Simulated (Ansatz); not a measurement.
# Ta3N: single point with PBEsol

Crystal: Ta3N.

```
Ta N
1.0
     3.03222    0.00000    0.00000
    -1.51611    2.62598    0.00000
     0.00000    0.00000    7.52414
Ta N
3 1
Cartesian
  1.5161 0.8753 6.2155
  0.0000 1.7507 1.3087
  0.0000 0.0000 3.7621
  0.0000 0.0000 0.0000
```

The cell comes from a database or a generator and needn't be the stable form of this composition.

```yaml
Program: Ansatz 0.2.0
Task: single point
Functional: PBEsol
Potentials_or_basis: all-electron LAPW, scalar-relativistic
Cutoff: 336 eV (chosen from the basis error)
Basis_error_allowed: 0.002 eV/atom
k_mesh: 6 × 6 × 2
Occupations: fermi-dirac, width 0.03 eV
Spin: no spin polarisation
```

The pressure is -7.3 GPa and the largest force is 0.334 eV/Å. The band gap on the k mesh is none (metal or under the smearing width).

Forces on the atoms (eV/Å):
```
Ta   0.000  0.000  0.334
Ta   0.000  0.000 -0.334
Ta   0.000  0.000  0.000
N    0.000  0.000  0.000
```

Stress tensor (GPa, compression positive):
```
-9.10  0.00  0.00
 0.00 -9.10  0.00
 0.00  0.00 -3.85
```

Levels at points of the mesh, in eV from the Fermi level:
| k point | band 64 | band 65 | band 66 | band 67 | band 68 | band 69 | band 70 | band 71 | band 72 | band 73 |
| --- | --- | --- | --- | --- | --- | --- | --- | --- | --- | --- |
| (0.00, 0.00, 0.00) | -3.57 | -1.38 | -0.55 | -0.55 | -0.33 | 0.29 | 0.29 | 0.88 | 1.78 | 1.78 |
| (0.00, 0.00, -0.50) | -3.77 | -1.24 | -1.15 | -0.34 | -0.34 | 0.58 | 0.58 | 1.17 | 1.24 | 1.24 |
| (0.00, -0.50, 0.00) | -3.75 | -3.09 | -1.17 | -0.51 | 0.12 | 0.68 | 0.89 | 3.42 | 3.97 | 4.30 |
| (0.00, -0.50, -0.50) | -3.66 | -2.87 | -1.32 | -1.26 | 0.16 | 0.90 | 1.24 | 2.35 | 4.33 | 4.40 |

Wall time 15 s on 2 threads of Arm Neoverse V2 (shared host), peak memory 0.43 GiB.

Caveat: the k mesh is coarse (spacing up to 0.42 Å⁻¹), so the values aren't converged; the k mesh is thin for a metal, which can move the energy by tens of meV per atom. The run has no spin-orbit coupling, so splittings on Ta are missing.
